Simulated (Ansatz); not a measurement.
# CH2F2, SMILES FCF: an atomisation energy

With the Ansatz DFT code, driven from Python.

Run as a notebook:

**Cell 1**
```python
from collections import Counter

import ansatz as az
from ase import Atoms
```

**Cell 2**
```python
def energy_of(molecule, charge=0, unpaired=0):
    calc = molecule.calculation().basis(gaussian='def2-TZVP').functional('B3LYP')
    if charge:
        calc = calc.charge(charge)
    if unpaired:
        calc = calc.spin('collinear', total=unpaired)
    return calc.run(threads=1, backend='cpu').report['free_energy_ev']

atoms = Atoms(['F', 'C', 'F', 'H', 'H'], positions=[
    (-1.0268, 0.1849, 0.7304),
    (-0.0115, -0.0118, -0.0803),
    (1.0292, -0.188, 0.7171),
    (-0.1083, -0.9054, -0.6651),
    (0.1673, 0.8467, -0.7435),
])
mol = az.Crystal.molecule_from_ase(atoms)

unpaired = {'F': 1, 'C': 2, 'H': 1}
counts = Counter(site.symbol for site in mol.cartesian_sites)
atom_energy = {s: energy_of(az.Crystal.molecule().atom(s, (0, 0, 0)), 0, unpaired[s]) for s in counts}
whole = energy_of(mol, 0, 0)
for s, e in atom_energy.items():
    print(f'{s:2s} x{counts[s]}  {e:14.5f} eV')
print(f'CH2F2: {whole:.5f} eV')
split = sum(counts[s] * e for s, e in atom_energy.items()) - whole
print(f'atomisation energy (no zero-point term): {split:.3f} eV, {split / sum(counts.values()):.3f} eV an atom')
```
Output:
```text
F  x2     -2714.88401 eV
C  x1     -1030.20887 eV
H  x2       -13.66431 eV
CH2F2: -6505.97334 eV
atomisation energy (no zero-point term): 18.668 eV, 3.734 eV an atom
```

18.668 eV from the electronic energies, without the zero-point term.

Caveats:
- Total energies depend on the basis set; only differences at equal settings carry meaning.
- The geometry is a force-field or estimated start, not a minimum of this method, and the basis set is short of its limit. All parts are taken at fixed geometry, without zero-point energy.
- b3lyp holds the VWN-RPA fit, as in Gaussian; the form of ORCA and Turbomole is b3lyp5.
- Wall time of the script: 1.4 s on 1 thread of INTEL(R) XEON(R) PLATINUM 8581C CPU @ 2.30GHz (Emerald Rapids), on a shared host, peak memory 0.21 GiB.
